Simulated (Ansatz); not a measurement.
The system is CS2.

```
CELL_PARAMETERS angstrom
3.64579 -2.99431 0.00000
3.64579 2.99431 0.00000
0.00000 0.00000 9.85126
ATOMIC_POSITIONS crystal
S 0.18152 0.81848 0.88687
S 0.31848 0.68152 0.38687
S 0.68152 0.31848 0.61313
S 0.81848 0.18152 0.11313
C 0.50000 0.50000 0.50000
C 0.00000 0.00000 0.00000
```

The cell comes from a database or a generator and needn't be the stable form of this composition.

| Quantity | Value |
| --- | --- |
| Program | Ansatz 0.2.0 |
| Task | single point |
| Functional | PBE |
| Potentials or basis | Ansatz PAW |
| Cutoff | 420 eV (not typed: the program's choice for these potentials) |
| k mesh | 6 × 6 × 3 |
| Occupations | fermi-dirac, width 0.05 eV |
| Spin | no spin polarisation |

On this cell: pressure 0.4 GPa; largest force 0.257 eV/Å; band gap on the k mesh 3.41 eV, direct.

The same run follows on a disturbed copy (atoms moved at random, drawn with an rms of 0.05 Å):

```
CELL_PARAMETERS angstrom
3.64579 -2.99431 0.00000
3.64579 2.99431 0.00000
0.00000 0.00000 9.85126
ATOMIC_POSITIONS crystal
S 0.17345 0.81816 0.88766
S 0.31863 0.68338 0.38635
S 0.67563 0.31544 0.61508
S 0.82849 0.16352 0.11192
C 0.49491 0.49930 0.50413
C 0.00994 0.98905 0.00088
```

Question: What does the disturbed cell give?

Answer: The energy moves by +27.9 meV/atom; pressure 2.1 GPa; largest force 3.720 eV/Å; band gap on the k mesh 3.44 eV, direct.

Forces on the atoms (eV/Å):
```
S    0.021 -2.564 -2.695
S   -0.043 -0.598  0.754
S   -0.027 -0.484  0.593
S    0.053  1.370  1.552
C    0.069  1.078 -1.348
C   -0.074  1.198  1.144
```

Stress tensor (GPa, compression positive):
```
0.03 0.02 0.04
0.02 2.96 3.36
0.04 3.36 3.38
```

Caveats: odd divisions of the mesh miss points on the zone boundary, where band edges often lie, so the gap on the mesh can be too wide.

A k mesh can miss the band edges.
